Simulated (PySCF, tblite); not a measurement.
**C₅H₁₄BNSi: geometry, infrared bands, NMR shifts and electronic excitations**

Aim: predict the infrared bands, NMR shifts and electronic excitations of C₅H₁₄BNSi (`[SiH3]N[C@@H]1CBCCC1`).

Computed with tblite 0.8.0 and PySCF 2.14.0, with density-fitted response routines of our own, on a single molecule in the gas phase. Atoms count from 0, in the outputs and in this text.

## (1) Starting geometry

22 atoms, charge 0, multiplicity 1; geometry from: force field or distance geometry start.

Bonds of the start (Å): Si0–N1 1.74, N1–C2 1.40, C2–C3 1.52, C3–B4 1.58, B4–C5 1.59, C5–C6 1.51, C6–C7 1.53, C7–C2 1.47, Si0–H8 1.45, Si0–H9 1.48, Si0–H10 1.47, N1–H11 1.03, C2–H12 1.11, C3–H13 1.10, C3–H14 1.13, B4–H15 1.18, C5–H16 1.08, C5–H17 1.13, C6–H18 1.12, C6–H19 1.11, C7–H20 1.12, C7–H21 1.11.

## (2) Geometry optimisation with GFN2-xTB

The job: settings as JSON, then the geometry in Å.

```
{"job": {"kind": "relax", "xc": "GFN2-xTB", "basis": "xTB"}, "charge": 0, "multiplicity": 1}
Si     2.992800    -0.649500    -0.402200
N      1.818400     0.365100     0.379900
C      0.474500     0.303800    -0.019300
C     -0.253900     1.309900     0.861600
B     -1.726700     1.434000     0.307400
C     -2.519700     0.062200     0.169600
C     -1.594500    -0.865700    -0.580900
C     -0.226200    -0.985800     0.098700
H      2.497100    -1.814800    -1.114600
H      3.921100    -1.165500     0.628200
H      3.809900     0.154200    -1.315600
H      2.130300     1.348000     0.430200
H      0.344800     0.682100    -1.053200
H      0.310100     2.255400     0.821000
H     -0.253200     0.905800     1.915200
H     -1.920600     2.255700    -0.517800
H     -3.496300     0.198300    -0.283100
H     -2.570200    -0.335100     1.225900
H     -1.480400    -0.452400    -1.611700
H     -2.082900    -1.858000    -0.640300
H     -0.438400    -1.301600     1.154400
H      0.253700    -1.826500    -0.454400
```

On the command line:

```bash
$ OMP_NUM_THREADS=1 python probes_run.py task.json out
```

The driver reads the jobs from task.json and runs them one after another.

**Question.** This job is followed by: GFN2-xTB harmonic vibrations, gas phase; PBE0-D3(BJ)/def2-SVP geometry optimisation, gas phase; GIAO PBE0/pcSseg-1 NMR shielding, non-relativistic, gas phase; TDDFT CAM-B3LYP/def2-SVPD, vertical, gas phase, core orbitals frozen in the response; GIAO mPW1PW91/pcSseg-1 NMR shielding, non-relativistic, gas phase. What will the session give for the following? strongest single infrared mode (GFN2-xTB); zero-point energy (GFN2-xTB); point group; rotational constants (main isotopes); 13C shifts against TMS (PBE0/pcSseg-1); 1H shifts against TMS (PBE0/pcSseg-1, means over atoms taken as alike); 29Si shifts against TMS (PBE0/pcSseg-1); 15N shifts against NH3 (PBE0/pcSseg-1); 11B shifts against BF3·OEt2 (PBE0/pcSseg-1); lowest singlet (CAM-B3LYP/def2-SVPD); brightest single state of those computed; lowest triplet; vertical ionisation energy (ΔSCF); range of the shift of N1.

**Answer**, as computed:

| quantity | value |
| --- | --- |
| strongest single infrared mode (GFN2-xTB) | 2152 cm⁻¹, 391 km/mol |
| zero-point energy (GFN2-xTB) | 113.1 kcal/mol |
| point group | C1 |
| rotational constants (main isotopes) | 3.82, 0.87, 0.75 GHz |
| 13C shifts against TMS (PBE0/pcSseg-1) | 53.9, 44.2, 40.3, 29.8, 25.1 ppm |
| 1H shifts against TMS (PBE0/pcSseg-1, means over atoms taken as alike) | 7.58, 4.65, 2.53, 2.47, 2.01, 1.99, 1.82, 1.47, 0.86, 0.63, 0.44, -0.57 ppm |
| 29Si shifts against TMS (PBE0/pcSseg-1) | -58.6 ppm |
| 15N shifts against NH3 (PBE0/pcSseg-1) | 43.5 ppm |
| 11B shifts against BF3·OEt2 (PBE0/pcSseg-1) | 86.9 ppm |
| lowest singlet (CAM-B3LYP/def2-SVPD) | 5.55 eV (223 nm), f = 0.003 |
| brightest single state of those computed | state 10, 7.69 eV, f = 0.025 |
| lowest triplet | 5.27 eV |
| vertical ionisation energy (ΔSCF) | 8.62 eV |
| range of the shift of N1 | 42.7 to 43.5 ppm |

**Reading.** Over 132 steps the energy fell by 0.971 eV; of the close pairs, C2–C7 changed most, 1.472 to 1.533 Å (GFN2-xTB). All 60 modes are real, so the xTB geometry is a minimum. The strongest single mode, at 2152 cm⁻¹, moves mainly H8. Unscaled tight-binding wavenumbers are off by several per cent, some by more. Its intensities can rank the bands wrongly. Relaxing lowered the energy by 0.244 eV in 7 steps; the close pair that moved most is Si0–H8, from 1.442 to 1.505 Å (PBE0/def2-SVP). No frequency check was run at this level, so the end point may be a saddle. The most deshielded carbon is C2 (sp3 CH bonded to N), at 53.9 ppm: pulled downfield by the heteroatom. At PBE0/pcSseg-1: The largest span, 185 ppm, is at B4, where the paramagnetic term is -175 ppm. The first singlet state (HOMO→LUMO 0.74, HOMO−2→LUMO 0.11) lies at 5.55 eV and is weak; of the 10 states computed, the strongest absorption comes from state 10 at 7.69 eV (the last computed, so partners may be missing). The lowest triplet lies 0.28 eV below the lowest singlet (triplets in Tamm-Dancoff, singlets in full TDDFT). ΔSCF puts the ionisation energy at 8.62 eV, 0.59 eV above −ε(HOMO). Across the 2 runs the shift of N1 moves most, between 42.7 (mPW1PW91/pcSseg-1) and 43.5 ppm (PBE0/pcSseg-1).
